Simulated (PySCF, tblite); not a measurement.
# C4H14N4Si: geometry, infrared bands and NMR shifts

What infrared bands and NMR shifts should C4H14N4Si (`C/N=C/CN[Si@@H](N)NC`) show?

The runs use tblite 0.8.0 and PySCF 2.14.0, with density-fitted response routines of our own; the level of theory stands in each step. All values are computed, except where a source is named. Atoms are numbered from 0 throughout.

## (1) The starting structure

23 atoms, charge 0, multiplicity 1; geometry from: force field or distance geometry start.

Bonds of the start (Å): C0–N1 1.47, N1–C2 1.29, C2–C3 1.53, C3–N4 1.47, N4–Si5 1.68, Si5–N6 1.66, Si5–N7 1.67, N7–C8 1.45, C0–H9 1.08, C0–H10 1.10, C0–H11 1.09, C2–H12 1.09, C3–H13 1.09, C3–H14 1.09, N4–H15 1.02, Si5–H16 1.47, N6–H17 1.02, N6–H18 1.02, N7–H19 1.02, C8–H20 1.10, C8–H21 1.10, C8–H22 1.10.

## (2) Optimising the geometry with GFN2-xTB

Job settings and geometry (Å):

```
{"job": {"kind": "relax", "xc": "GFN2-xTB", "basis": "xTB"}, "charge": 0, "multiplicity": 1}
C      2.536400     0.719000     1.653900
N      1.623300     0.101800     0.677300
C      2.077500     0.160600    -0.523900
C      1.321300    -0.421400    -1.721400
N     -0.003800    -0.946300    -1.354200
Si    -1.348000    -0.005500    -1.014200
N     -2.554200    -1.023200    -1.525800
N     -1.417800    -0.162700     0.651200
C     -2.355800     0.523400     1.515100
H      3.468400     0.171800     1.729900
H      2.053100     0.703700     2.640400
H      2.724700     1.765000     1.401900
H      3.031400     0.642900    -0.757800
H      1.272300     0.326700    -2.507200
H      1.934900    -1.239700    -2.097300
H      0.110900    -1.536600    -0.528700
H     -1.312200     1.352700    -1.570700
H     -2.133100    -1.629300    -2.225200
H     -2.738500    -1.631400    -0.724100
H     -0.470800     0.023000     0.994700
H     -2.220700     1.618700     1.481600
H     -3.400800     0.301600     1.252500
H     -2.203300     0.212100     2.562100
```

Started as:

```sh
$ OMP_NUM_THREADS=1 python probes_run.py task.json out
```

One launch serves the whole session: the jobs run in the order shown.

**Question.** This job is followed by: GFN2-xTB harmonic vibrations, gas phase; GIAO PBE0/pcSseg-1 NMR shielding, non-relativistic, gas phase. What will the session give for the following? strongest single infrared mode (GFN2-xTB); zero-point energy (GFN2-xTB); 13C shifts against TMS (PBE0/pcSseg-1); 1H shifts against TMS (PBE0/pcSseg-1, means over atoms taken as alike); 15N shifts against NH3 (PBE0/pcSseg-1); 29Si shifts against TMS (PBE0/pcSseg-1); surface potential, 1st and 99th percentile.

As calculated:

| quantity | value |
| --- | --- |
| strongest single infrared mode (GFN2-xTB) | 2177 cm⁻¹, 321 km/mol |
| zero-point energy (GFN2-xTB) | 118.4 kcal/mol |
| 13C shifts against TMS (PBE0/pcSseg-1) | 173.6, 52.3, 50.4, 30.9 ppm |
| 1H shifts against TMS (PBE0/pcSseg-1, means over atoms taken as alike) | 7.74, 4.67, 3.75, 3.65, 3.63, 2.77, 1.69, 0.54, 0.22 ppm |
| 15N shifts against NH3 (PBE0/pcSseg-1) | 353.7, 46.2, 37.7, 25.5 ppm |
| 29Si shifts against TMS (PBE0/pcSseg-1) | -28.2 ppm |
| surface potential, 1st and 99th percentile | -1.45 V and 1.06 V |

The optimisation took 133 steps and gained 1.097 eV; among the close pairs (by a distance rule), Si5–N6 changed most, from 1.659 to 1.727 Å. All 63 modes are real, so the xTB geometry is a minimum. The strongest single mode, at 2177 cm⁻¹, moves mainly H16. GFN2-xTB is a fitted tight-binding method: band positions and strengths are rough. Its intensities can rank the bands wrongly. At PBE0/pcSseg-1: Shielding is most anisotropic at N1 (span 685 ppm, paramagnetic term -419 ppm).
